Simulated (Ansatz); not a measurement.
**C3H4ClFSi: small, medium and large basis sets**

An exercise on one series of results from a longer session: the logs are not shown, and one member is left open.

The runs use Ansatz 0.2.0, Gaussian basis; one geometry, several basis sets.

Plan: PBE0-D4/def2-SVP; ωB97M-V/def2-SVP; PBE0-D4/def2-QZVPP; ωB97M-V/def2-QZVPP; the functionals' def2-TZVPP values are taken from earlier runs.

## Structure used throughout

All runs share one geometry, relaxed beforehand with PBE0-D4 in a triple-zeta def2 set.

SMILES `C#C[Si](C)(F)Cl`, 10 atoms, charge 0, spin multiplicity 1.

Atoms are counted from 1 here; the program's logs count them from 0.

Bond lengths: C1–C2 1.205 Å, C1–H7 1.066 Å, C2–Si3 1.814 Å, Si3–C4 1.839 Å, Si3–F5 1.590 Å, Si3–Cl6 2.041 Å, C4–H8 1.092 Å, C4–H9 1.092 Å, C4–H10 1.093 Å. Angles: C2–C1–H7 179.6°, C1–C2–Si3 178.0°, C2–Si3–C4 112.7°, C2–Si3–F5 107.9°, C2–Si3–Cl6 108.4°, C4–Si3–F5 109.8°, C4–Si3–Cl6 110.7°, F5–Si3–Cl6 107.2°, Si3–C4–H8 110.5°, Si3–C4–H9 110.3°, Si3–C4–H10 110.1°, H8–C4–H9 108.6°, H8–C4–H10 108.8°, H9–C4–H10 108.5°.

Set-up of the first run:

in.yaml

```yaml
crystal:
  periodic: [false, false, false]
  atoms:
    - {symbol: C, position_ang: [-2.412071, -0.900035, 0.507784]}
    - {symbol: C, position_ang: [-1.453338, -0.236750, 0.201958]}
    - {symbol: Si, position_ang: [0.025895, 0.716988, -0.235212]}
    - {symbol: C, position_ang: [1.566739, -0.283496, -0.150004]}
    - {symbol: F, position_ang: [-0.171701, 1.275218, -1.710829]}
    - {symbol: Cl, position_ang: [0.142917, 2.331027, 1.008404]}
    - {symbol: H, position_ang: [-3.264815, -1.480923, 0.777131]}
    - {symbol: H, position_ang: [2.432274, 0.324741, -0.420808]}
    - {symbol: H, position_ang: [1.713887, -0.667242, 0.861566]}
    - {symbol: H, position_ang: [1.503313, -1.130628, -0.837087]}
basis:
  gaussian: {orbitals: def2-SVP}
hamiltonian: {xc: pbe0, dispersion: d4}
output: {orbitals: {seedname: orbitals}}
```

Run with:

```sh
$ ansatz run in.yaml --threads 4 --pin off --events-out ev --progress --plain --max-ram 10444MiB
```

Among the steps run: PBE0-D4 in def2-SVP; ωB97M-V in def2-SVP; PBE0-D4 in def2-QZVPP; ωB97M-V in def2-QZVPP.

One of the session's tables, all rows but one given; the rest of the session is left out.

It belongs to the step «Density functionals: the series». 

```
functional       basis  HOMO (eV)
   PBE0-D4    def2-SVP      -8.61
   PBE0-D4  def2-TZVPP      -8.67
   PBE0-D4  def2-QZVPP      -8.69
   ωB97M-V    def2-SVP          ?
   ωB97M-V  def2-TZVPP     -10.93
   ωB97M-V  def2-QZVPP     -10.95
```

Estimate the missing values for ωB97M-V, def2-SVP.

**Answer.** HOMO (eV): -10.84. In the column «HOMO (eV)» it lies between ωB97M-V, def2-TZVPP (-10.93) and PBE0-D4, def2-QZVPP (-8.69).
